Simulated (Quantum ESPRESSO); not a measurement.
ZrNbP2: band structure with B86bPBE

ZrNbP2:

```
CELL_PARAMETERS angstrom
4.32351 0.00000 0.00000
-2.16175 3.74427 0.00000
0.00000 0.00000 4.88837
ATOMIC_POSITIONS crystal
Zr 0.00000 0.00000 0.54352
Nb 0.00000 0.00000 0.07927
P 0.33333 0.66667 0.92806
P 0.66667 0.33333 0.92806
```

The cell was built by a generator and needn't be a form met in nature.

```yaml
Program: Quantum ESPRESSO 7.5
Task: band structure
Functional: B86bPBE
Potentials_or_basis: PseudoDojo 0.5 SR PBE stringent
Cutoff: 1116 eV
Density_cutoff: 4463 eV
k_mesh: 7 × 7 × 6
Occupations: cold, width 0.1 eV
Spin: no spin polarisation
Mixing_beta: 0.5
Most_SCF_iterations: 120
SCF_threshold: 8e-10 Ry
```

```yaml
Pressure: 6.3 GPa
Largest_force: 3.723 eV/Å
Band_gap_on_the_k_mesh: none (metal or under the smearing width)
```

Forces in eV/Å, atoms in the order of the input:
```
Zr   0.000  0.000  3.723
Nb   0.000  0.000 -1.452
P    0.000  0.000 -1.136
P    0.000  0.000 -1.136
```

Stress tensor (GPa, compression positive):
```
-0.31  0.00  0.00
 0.00 -0.31  0.00
 0.00  0.00 19.64
```

Levels at the corners of the path, in eV from the Fermi level:
```csv
point,band 13,band 14,band 15,band 16,band 17,band 18,band 19,band 20,band 21,band 22
Γ,-4.56,-2.95,-2.95,-2.05,-0.95,1.32,1.32,1.55,1.73,1.73
M,-3.62,-2.38,-1.63,-1.31,-0.99,-0.64,0.69,2.59,3.10,3.27
K,-3.63,-2.34,-1.27,-1.27,-0.35,-0.35,2.14,2.14,2.67,3.18
Γ,-4.56,-2.95,-2.95,-2.05,-0.95,1.32,1.32,1.55,1.73,1.73
A,-5.47,-1.73,-1.73,0.12,0.12,0.23,0.23,1.05,1.32,1.99
L,-3.36,-3.09,-0.74,-0.28,-0.14,1.20,1.91,2.09,2.18,2.30
H,-3.48,-1.30,-1.30,-0.18,-0.18,0.26,1.86,1.86,2.32,2.69
A,-5.47,-1.73,-1.73,0.12,0.12,0.23,0.23,1.05,1.32,1.99
L,-3.36,-3.09,-0.74,-0.28,-0.14,1.20,1.91,2.09,2.18,2.30
M,-3.62,-2.38,-1.63,-1.31,-0.99,-0.64,0.69,2.59,3.10,3.27
K,-3.63,-2.34,-1.27,-1.27,-0.35,-0.35,2.14,2.14,2.67,3.18
H,-3.48,-1.30,-1.30,-0.18,-0.18,0.26,1.86,1.86,2.32,2.69
```

It took 2.8 min on 1 thread of Intel(R) Xeon(R) Platinum 8488C (Sapphire Rapids), with other jobs on the host, peak memory 0.21 GiB.

Caveat: the potentials were made for another functional, which shifts forces and pressure.
